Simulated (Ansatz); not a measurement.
# Sb4: energies up the ladder

The task, for Sb4: energies up the ladder.

Computed with Ansatz 0.2.0 (the levels named in each step, unless a step's input says otherwise).

**1. Starting point**

Bond lengths: Sb1–Sb2 2.783 Å, Sb1–Sb3 2.783 Å, Sb2–Sb3 2.783 Å, Sb1–Sb4 2.783 Å, Sb2–Sb4 2.783 Å, Sb3–Sb4 2.783 Å. Angles: Sb1–Sb2–Sb3 60.0°, Sb1–Sb2–Sb4 60.0°, Sb3–Sb2–Sb4 60.0°, Sb2–Sb1–Sb3 60.0°, Sb2–Sb1–Sb4 60.0°, Sb3–Sb1–Sb4 60.0°, Sb1–Sb3–Sb2 60.0°, Sb1–Sb3–Sb4 60.0°, Sb2–Sb3–Sb4 60.0°, Sb1–Sb4–Sb2 60.0°, Sb1–Sb4–Sb3 60.0°, Sb2–Sb4–Sb3 60.0°.

As a file:

```xyz
4

Sb    1.6241   -0.1691   -0.4877
Sb   -0.9366   -1.2390   -0.7013
Sb   -0.0971   -0.1070    1.6980
Sb   -0.5905    1.5155   -0.5086
```

**2. A rough first relaxation, PBE-D4/def2-SVP**

input.yaml

```yaml
crystal:
  periodic: [false, false, false]
  atoms:
    - { symbol: Sb, position_ang: [1.62407, -0.16909, -0.48774] }
    - { symbol: Sb, position_ang: [-0.9366, -1.23896, -0.70132] }
    - { symbol: Sb, position_ang: [-0.09714, -0.10704, 1.698] }
    - { symbol: Sb, position_ang: [-0.59052, 1.51548, -0.50862] }
basis:
  gaussian: { orbitals: def2-SVP }
hamiltonian:
  xc: pbe
  dispersion: d4
relax:
  f_tol: 0.03
  max_steps: 200
```

On the command line:

```sh
$ ansatz run input.yaml --threads 4 --pin off --max-ram 10240MiB --backend cpu --events-out ev --progress --plain --runs-dir out
```

After this run come: Relaxation, PBE0-D4/def2-TZVPP; Frequencies, PBE0-D4/def2-TZVPP; Single point, PBE-D4/def2-TZVPP; Single point, r2SCAN-D4/def2-TZVPP; Single point, B3LYP-D4/def2-TZVPP; Single point, wB97M-V/def2-TZVPP; Single point, B2PLYP/def2-TZVPP; Single point, LDA/def2-TZVPP; Single point, PBE0-D4/def2-SVP; Single point, PBE-D4/def2-SVP; The cation of multiplicity 2 at the same geometry, PBE0-D4/def2-TZVPP; The cation of multiplicity 2 at the same geometry, PBE-D4/def2-TZVPP; The cation of multiplicity 2 at the same geometry, r2SCAN-D4/def2-TZVPP; The cation of multiplicity 2 at the same geometry, B3LYP-D4/def2-TZVPP; The cation of multiplicity 2 at the same geometry, wB97M-V/def2-TZVPP; The cation of multiplicity 2 at the same geometry, B2PLYP/def2-TZVPP.

What does the calculation give? Wanted: Sb1–Sb2 at PBE0-D4/def2-TZVPP; Sb1–Sb3 at PBE0-D4/def2-TZVPP; Sb1–Sb4 at PBE0-D4/def2-TZVPP; frequencies at PBE0-D4/def2-TZVPP; vertical ionisation energy, B2PLYP/def2-TZVPP.

**Answer**, as computed:

| quantity | value |
| --- | --- |
| Sb1–Sb2 at PBE0-D4/def2-TZVPP | 2.812 Å |
| Sb1–Sb3 at PBE0-D4/def2-TZVPP | 2.812 Å |
| Sb1–Sb4 at PBE0-D4/def2-TZVPP | 2.812 Å |
| frequencies at PBE0-D4/def2-TZVPP | 142 to 248 cm⁻¹ |
| vertical ionisation energy, B2PLYP/def2-TZVPP | 7.881 eV |

What this shows: No mode is imaginary, so the geometry is a minimum. For the vertical ionisation energy, r2SCAN-D4/def2-TZVPP comes nearest to B2PLYP/def2-TZVPP (+0.01 eV) and PBE-D4/def2-TZVPP is farthest (-0.10 eV). Heavy atoms carry effective core potentials in def2 sets, and spin-orbit coupling is left out.
